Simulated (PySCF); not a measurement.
# CH9BrGe2SSi: NMR shifts, electronic excitations and K edges in gas and solvents

Aim: compute the NMR shifts, electronic excitations and K edges of CH9BrGe2SSi (`[SiH3][CH2][GeH2][S][GeH2][Br]`), and see what a dielectric continuum does where one was used.

The runs use PySCF 2.14.0, with density-fitted response routines of our own; the level of theory stands in each step. All values are computed, except where a source is named. Atoms count from 0, in the outputs and in this text.

### 1 Starting geometry

15 atoms, charge 0, multiplicity 1; geometry from: GFN2-xTB. The atoms were then displaced at random by about 0.01 Å, so the start is not that level's minimum.

Bonds of the start (Å): Si0–C1 1.91, C1–Ge2 1.97, Ge2–S3 2.27, S3–Ge4 2.20, Ge4–Br5 2.28, Si0–H6 1.48, Si0–H7 1.45, Si0–H8 1.45, C1–H9 1.08, C1–H10 1.08, Ge2–H11 1.50, Ge2–H12 1.52, Ge4–H13 1.52, Ge4–H14 1.52.

### 2 Optimising the geometry at PBE0-D3(BJ)/def2-SVP

What the job is given:

```
{"job": {"xc": "PBE0", "basis": "def2-SVP", "d3": "d3bj", "grid": 1, "shake": 0.01, "kind": "geom"}, "charge": 0, "multiplicity": 1}
Si    -2.042890    -0.857970     0.205050
C     -0.920370     0.246380    -0.867260
Ge    -0.017580     1.678120     0.132740
S      1.244160     0.895620     1.849730
Ge     2.305930    -0.779380     0.907050
Br     3.144440    -0.268380    -1.154610
H     -3.019870     0.030580     0.880750
H     -2.711800    -1.776060    -0.698850
H     -1.263860    -1.561270     1.208390
H     -1.494240     0.737560    -1.638900
H     -0.172310    -0.366540    -1.356040
H     -0.929800     2.634660     0.848770
H      0.908320     2.507550    -0.742380
H      1.454880    -2.020670     0.685980
H      3.499640    -1.117580     1.789900
```

Started as:

```bash
$ OMP_NUM_THREADS=1 python probes_run.py task.json out
```

One launch serves the whole session: the jobs run in the order shown.

Log:

```text
step   0  E = -7457.25671609  max force = 0.027041
step   1  E = -7457.26117970  max force = 0.006134
step   2  E = -7457.26156010  max force = 0.001702
step   3  E = -7457.26161327  max force = 0.001744
step   4  E = -7457.26165219  max force = 0.000468
step   5  E = -7457.26166173  max force = 0.000416
optimisation converged
```

Run time: 3 min. Hardware: 1 thread of Arm Neoverse V1, shared host; peak memory 1 GiB.

Step by step:

```csv
step,energy from step 0 (eV),largest force component (eV/Å)
0,0.0000,1.3905
1,-0.1215,0.3154
2,-0.1318,0.0875
3,-0.1333,0.0897
4,-0.1343,0.0241
5,-0.1346,0.0214
```

Close pairs (by a distance rule), those that changed most:

```csv
bond,before (Å),after (Å),change (Å)
Si0–H7,1.452,1.495,+0.044
Si0–H8,1.452,1.493,+0.041
Ge4–Br5,2.284,2.322,+0.039
Ge2–H11,1.503,1.539,+0.036
C1–H9,1.080,1.104,+0.024
Si0–C1,1.905,1.883,-0.022
C1–H10,1.084,1.103,+0.019
Ge2–S3,2.270,2.252,-0.018
```

The final coordinates are the input of the step that follows.

```csv
at the end point,value
point group (found at 0.08 Å tolerance),C1
"rotational constants (GHz, main isotopes)","0.913, 0.427, 0.414"
dipole moment (D),1.18
```

### 3 Shielding tensors: PBE0/pcSseg-1 in dichloromethane

What the job is given:

```
{"job": {"kind": "nmr", "xc": "PBE0", "basis": "pcSseg-1", "solvent": "dichloromethane", "pop": true}, "charge": 0, "multiplicity": 1}
Si    -1.767764     0.074068     0.149894
C     -0.657185     1.147089    -0.926967
Ge     0.359892     2.511584     0.024986
S      1.613464     1.592351     1.654280
Ge     2.527523    -0.108967     0.589250
Br     3.230226     0.540099    -1.526774
H     -2.737458     0.933192     0.895873
H     -2.534440    -0.889116    -0.699088
H     -0.958758    -0.699671     1.137862
H     -1.273525     1.673633    -1.676230
H      0.052540     0.518614    -1.490616
H     -0.565959     3.453307     0.815953
H      1.272286     3.310310    -0.920044
H      1.532047    -1.252663     0.341459
H      3.765626    -0.547230     1.381029
```

With the program's defaults for keys left out, this is: GIAO PBE0/pcSseg-1 NMR shielding, non-relativistic, IEF-PCM dichloromethane.

Log:

```text
coarse grid: 62320 points
cycle   1  E = -7457.4440423968  dE = -2.339e+00  |g| = 1.436e+00  |ddm| = 3.811e+00
cycle   2  E = -7457.3826772223  dE =  6.137e-02  |g| = 1.383e+00  |ddm| = 1.508e+00
cycle   3  E = -7457.5742534153  dE = -1.916e-01  |g| = 1.989e-01  |ddm| = 1.012e+00
cycle   4  E = -7457.5793786132  dE = -5.125e-03  |g| = 3.832e-02  |ddm| = 1.658e-01
cycle   5  E = -7457.5795380196  dE = -1.594e-04  |g| = 7.027e-03  |ddm| = 3.318e-02
cycle   6  E = -7457.5795466081  dE = -8.588e-06  |g| = 1.878e-03  |ddm| = 7.952e-03
final grid: 122384 points
cycle   7  E = -7457.5794626892  dE =  1.296e-07  |g| = 2.334e-03  |ddm| = 3.481e-03
cycle   8  E = -7457.5794623020  dE =  3.872e-07  |g| = 2.974e-03  |ddm| = 3.768e-03
cycle   9  E = -7457.5794633415  dE = -1.040e-06  |g| = 9.626e-05  |ddm| = 2.085e-03
cycle  10  E = -7457.5794633428  dE = -1.273e-09  |g| = 1.881e-05  |ddm| = 8.355e-05
cycle  11  E = -7457.5794633429  dE = -1.000e-10  |g| = 4.167e-06  |ddm| = 1.991e-05
converged SCF energy = -7457.5794633429

GIAO shielding tensors (ppm)
atom      isotropic    diamagn.    paramagn.     s11        s22        s33       span
  0 Si     418.654     879.697    -461.043    392.021    399.426    464.516     72.495
  1 C      193.062     256.998     -63.936    185.912    188.983    204.291     18.379
  2 Ge    1395.544    2755.565   -1360.020   1262.311   1412.661   1511.662    249.351
  3 S      737.034    1058.719    -321.685    652.315    729.081    829.705    177.390
  4 Ge    1314.529    2756.669   -1442.140   1131.385   1372.125   1440.076    308.691
  5 Br    2656.829    3125.193    -468.364   2443.558   2639.731   2887.199    443.641
  6 H       27.350      29.106      -1.757     23.426     25.268     33.356      9.930
  7 H       27.157      28.750      -1.593     23.450     24.370     33.651     10.201
  8 H       27.201      29.804      -2.603     22.378     28.501     30.724      8.346
  9 H       30.936      29.324       1.612     24.646     27.228     40.933     16.287
 10 H       30.360      32.988      -2.629     23.300     30.416     37.362     14.062
 11 H       26.363      28.016      -1.653     19.881     20.883     38.324     18.444
 12 H       25.922      27.895      -1.973     18.834     22.251     36.682     17.848
 13 H       24.961      28.798      -3.837     18.591     20.535     35.756     17.165
 14 H       25.203      26.364      -1.160     17.359     20.130     38.121     20.762
```

It took 81 s on 1 thread of Arm Neoverse V1, shared host; peak memory 1.3 GiB.

Shifts follow as δ = σ(reference) − σ, with reference shieldings (ppm) from runs at the same level and on the same kind of geometry: ¹H TMS 31.24, ¹³C TMS 185.3, ²⁹Si TMS 351.8, ³³S CS2 495, ⁷³Ge GeMe4 1329. The references are single molecules in the same continuum. Atoms listed in one row are averaged.

```csv
atoms,environment,σ (ppm),δ (ppm)
C1,sp3 CH2 bonded to Ge and Si,193.1,-7.7
"H13, H14","hydrogen on a germanium bonded to Br, S",25.08,6.16
"H11, H12","hydrogen on a germanium bonded to C, S",26.14,5.10
"H6, H7, H8",hydrogen on a silicon bonded to C,27.24,4.01
"H9, H10",hydrogen on an sp3 CH2 bonded to Ge and Si,30.65,0.60
Si0,"silicon bonded to C, 3 H",418.7,-66.8
Ge4,"germanium bonded to Br, S, 2 H",1315,15
Ge2,"germanium bonded to C, S, 2 H",1396,-66
S3,sulfur bonded to 2 Ge,737,-242
Br5,bromine bonded to Ge,2657,–
```

Charges from the same density, by scheme (e):

```csv
atoms,Mulliken,IAO,Hirshfeld,ESP fit
Si0,0.52,0.60,0.30,0.26
C1,-0.80,-0.79,-0.24,-0.28
Ge2,0.30,0.59,0.32,0.20
S3,-0.40,-0.41,-0.21,-0.27
Ge4,0.38,0.55,0.32,0.06
Br5,-0.37,-0.28,-0.14,-0.16
```

Mayer bond orders: Si0–C1 0.90, C1–Ge2 0.96, Ge2–S3 0.92, S3–Ge4 1.03, Ge4–Br5 0.88.

### 4 Nuclear shieldings: PBE0/pcSseg-1 in dimethylsulfoxide

The job, as its differences from that of step 3:

```diff
@@ -1,2 +1,2 @@
-{"job": {"kind": "nmr", "xc": "PBE0", "basis": "pcSseg-1", "solvent": "dichloromethane", "pop": true}, "charge": 0, "multiplicity": 1}
+{"job": {"kind": "nmr", "xc": "PBE0", "basis": "pcSseg-1", "solvent": "dimethylsulfoxide", "pop": false}, "charge": 0, "multiplicity": 1}
 Si    -1.767764     0.074068     0.149894
```

With the program's defaults for keys left out, this is: GIAO PBE0/pcSseg-1 NMR shielding, non-relativistic, IEF-PCM dimethylsulfoxide.

Log:

```text
coarse grid: 62320 points
cycle   1  E = -7457.4452105332  dE = -2.340e+00  |g| = 1.436e+00  |ddm| = 3.811e+00
cycle   2  E = -7457.3856105223  dE =  5.960e-02  |g| = 1.380e+00  |ddm| = 1.502e+00
cycle   3  E = -7457.5752257949  dE = -1.896e-01  |g| = 1.969e-01  |ddm| = 1.002e+00
cycle   4  E = -7457.5801391028  dE = -4.913e-03  |g| = 3.733e-02  |ddm| = 1.594e-01
cycle   5  E = -7457.5802815780  dE = -1.425e-04  |g| = 6.762e-03  |ddm| = 3.080e-02
cycle   6  E = -7457.5802896967  dE = -8.119e-06  |g| = 1.832e-03  |ddm| = 7.775e-03
final grid: 122384 points
cycle   7  E = -7457.5802055475  dE =  2.037e-07  |g| = 2.290e-03  |ddm| = 3.610e-03
cycle   8  E = -7457.5802050097  dE =  5.378e-07  |g| = 2.947e-03  |ddm| = 4.062e-03
cycle   9  E = -7457.5802063358  dE = -1.326e-06  |g| = 1.102e-04  |ddm| = 2.281e-03
cycle  10  E = -7457.5802063378  dE = -2.037e-09  |g| = 2.849e-05  |ddm| = 1.040e-04
cycle  11  E = -7457.5802063380  dE = -1.801e-10  |g| = 3.188e-06  |ddm| = 2.372e-05
converged SCF energy = -7457.5802063380

GIAO shielding tensors (ppm)
atom      isotropic    diamagn.    paramagn.     s11        s22        s33       span
  0 Si     418.562     879.682    -461.120    391.798    399.316    464.573     72.774
  1 C      193.062     257.011     -63.949    185.819    189.061    204.307     18.487
  2 Ge    1395.348    2755.560   -1360.212   1261.434   1412.896   1511.713    250.279
  3 S      739.493    1058.797    -319.304    654.712    732.016    831.750    177.038
  4 Ge    1314.056    2756.649   -1442.593   1132.337   1371.307   1438.524    306.186
  5 Br    2660.775    3125.229    -464.454   2448.521   2643.989   2889.814    441.293
  6 H       27.360      29.116      -1.756     23.442     25.278     33.362      9.920
  7 H       27.160      28.751      -1.591     23.453     24.372     33.655     10.202
  8 H       27.213      29.818      -2.605     22.392     28.511     30.736      8.343
  9 H       30.869      29.233       1.636     24.560     27.145     40.901     16.341
 10 H       30.336      32.946      -2.609     23.268     30.395     37.346     14.078
 11 H       26.352      28.004      -1.652     19.862     20.875     38.319     18.457
 12 H       25.930      27.905      -1.975     18.842     22.262     36.688     17.847
 13 H       24.928      28.707      -3.779     18.553     20.502     35.730     17.177
 14 H       25.177      26.327      -1.150     17.328     20.104     38.099     20.771
```

Wall time 83 s (1 thread of Arm Neoverse V1, shared host); peak memory 1.3 GiB.

Key values: δ C1 -7.6, Si0 -66.8, Ge4 15, Ge2 -66, H13 6.19, H11 5.10 ppm (means over like atoms).

### 5 Excited states and response: CAM-B3LYP/def2-SVPD

The job, as its differences from that of step 4:

```diff
@@ -1,2 +1,2 @@
-{"job": {"kind": "nmr", "xc": "PBE0", "basis": "pcSseg-1", "solvent": "dimethylsulfoxide", "pop": false}, "charge": 0, "multiplicity": 1}
+{"job": {"kind": "uv", "xc": "CAM-B3LYP", "basis": "def2-SVPD", "dynamic": true, "nstates": 6, "ntriplets": 0}, "charge": 0, "multiplicity": 1}
 Si    -1.767764     0.074068     0.149894
```

Method: TDDFT CAM-B3LYP/def2-SVPD, vertical, gas phase, core orbitals frozen in the response.

Log:

```text
coarse grid: 62320 points
cycle   1  E = -7458.6434635253  dE = -2.089e+00  |g| = 7.030e-01  |ddm| = 4.422e+00
cycle   2  E = -7458.6469070083  dE = -3.443e-03  |g| = 7.511e-01  |ddm| = 1.624e+00
cycle   3  E = -7458.7317187596  dE = -8.481e-02  |g| = 3.901e-02  |ddm| = 8.224e-01
cycle   4  E = -7458.7319964937  dE = -2.777e-04  |g| = 1.527e-02  |ddm| = 8.330e-02
cycle   5  E = -7458.7320426201  dE = -4.613e-05  |g| = 6.563e-03  |ddm| = 3.026e-02
cycle   6  E = -7458.7320508013  dE = -8.181e-06  |g| = 8.487e-04  |ddm| = 8.242e-03
final grid: 122384 points
cycle   7  E = -7458.7319413677  dE = -3.219e-07  |g| = 7.078e-04  |ddm| = 4.143e-03
cycle   8  E = -7458.7319413855  dE = -1.780e-08  |g| = 7.365e-04  |ddm| = 1.748e-03
cycle   9  E = -7458.7319414918  dE = -1.064e-07  |g| = 5.861e-05  |ddm| = 7.943e-04
cycle  10  E = -7458.7319414935  dE = -1.688e-09  |g| = 2.559e-05  |ddm| = 1.389e-04
cycle  11  E = -7458.7319414939  dE = -3.911e-10  |g| = 7.025e-06  |ddm| = 8.903e-05
converged SCF energy = -7458.7319414939

Static polarisability (au): isotropic 141.237, principal 133.923 135.835 153.953

Singlet excitations
state   eV       nm        f      main configurations
  1   5.2860    234.6   0.00947   H->L 0.89
  2   5.8058    213.6   0.01354   H->L+1 0.81, H->L+2 0.11
  3   6.0360    205.4   0.02094   H-1->L 0.71, H-2->L 0.14
  4   6.1101    202.9   0.02225   H-2->L 0.78, H-1->L 0.12
  5   6.4844    191.2   0.01978   H->L+2 0.44, H->L+3 0.25
  6   6.8731    180.4   0.00629   H->L+3 0.41, H->L+2 0.31
```

It took 3 min on 1 thread of Arm Neoverse V1, shared host; peak memory 1.3 GiB.

Frontier orbitals and where they lie:

```csv
orbital,eV,atoms
HOMO−3,-10.16,"S3 29 %, Br5 28 %, Ge2 12 %"
HOMO−2,-9.73,"Br5 77 %, Ge4 9 %, H14 4 %"
HOMO−1,-9.55,"Br5 57 %, S3 23 %, Ge4 7 %"
HOMO,-8.72,"S3 69 %, Ge2 8 %, Ge4 8 %"
LUMO,-0.21,"Br5 32 %, Ge4 24 %, S3 20 %"
LUMO+1,0.29,"Ge4 19 %, S3 18 %, Ge2 16 %"
LUMO+2,0.77,"S3 23 %, Ge4 18 %, Si0 12 %"
```

With each of the 6 states as a Gaussian band of 0.4 eV half-width at 1/e, the curve within the window shown has maxima at 204 nm (ε 2,400) L/(mol cm). Beyond the last state computed it falls off for lack of states. The curve at chosen wavelengths:

```
 nm  ε (L/mol/cm)
173           187
177           376
180           563
184           868
188          1223
191          1512
195          1898
198          2148
202          2353
206          2342
209          2187
213          1847
217          1456
220          1189
224           909
228           718
231           618
235           516
239           428
242           365
246           282
249           225
253           157
257           104
260            74
264            45
```

Leading natural transition orbitals of singlet state 4: the hole lies on Br5 83 %; the particle on Br5 35 %; Ge4 30 %; S3 10 %.

Leading natural transition orbitals of singlet state 1: the hole lies on S3 81 %; the particle on S3 25 %; Ge4 25 %; Br5 19 %.

Ground-state properties from the same run:

```csv
property,computed
dipole moment (D),1.23
polarisability (Å³),20.93
HOMO–LUMO gap (eV),8.51
−ε(HOMO) (eV),8.72
C6 with itself (au),6772
```

Orbitals, density, ELF and potential are computed afterwards from the orbital file.

Frontier orbitals at CAM-B3LYP/def2-SVPD, with the share of their density that lies nearest to each atom:

```csv
orbital,energy (eV),lies on
HOMO,-8.72,S3 76 %
LUMO,-0.21,Br5 27 %; Ge4 23 %; S3 14 %
```

ELF in a plane through or near 3 of the atoms.

Values, 10 rows by 14 columns:
```
0.00 0.00 0.00 0.00 0.00 0.00 0.00 0.00 0.00 0.00 0.00 0.00 0.00 0.00
0.00 0.00 0.00 0.00 0.00 0.04 0.34 0.03 0.00 0.00 0.00 0.00 0.00 0.00
0.00 0.00 0.00 0.00 0.00 0.74 0.99 0.47 0.12 0.02 0.00 0.00 0.00 0.00
0.00 0.00 0.00 0.00 0.01 0.10 0.31 0.59 0.27 0.02 0.00 0.00 0.00 0.00
0.00 0.00 0.00 0.05 0.15 0.22 0.32 0.33 0.70 0.09 0.04 0.01 0.00 0.00
0.00 0.00 0.16 0.37 0.39 0.26 0.08 0.19 0.85 0.23 0.73 0.18 0.00 0.00
0.00 0.09 0.98 0.91 0.23 0.79 0.45 0.47 0.48 0.38 0.48 0.06 0.00 0.00
0.00 0.00 0.14 0.11 0.29 1.00 0.51 0.48 0.76 0.29 0.54 0.04 0.00 0.00
0.00 0.00 0.00 0.00 0.01 0.11 0.01 0.01 0.02 0.01 0.01 0.00 0.00 0.00
0.00 0.00 0.00 0.00 0.00 0.00 0.00 0.00 0.00 0.00 0.00 0.00 0.00 0.00
```
The map spans 12.7 Å across and 10.7 Å up, centred on the molecule. Atoms in the plane (x, y in Å): Si0 (1.9, -1.0), Ge2 (0.1, 1.6), Ge4 (-2.4, -0.7).

On the surface of density 0.002 e/bohr³ the electrostatic potential runs, from the 1st to the 99th percentile, from -0.70 V near S3 to 1.38 V near H14.

(Part 1 of 2 ends here.)
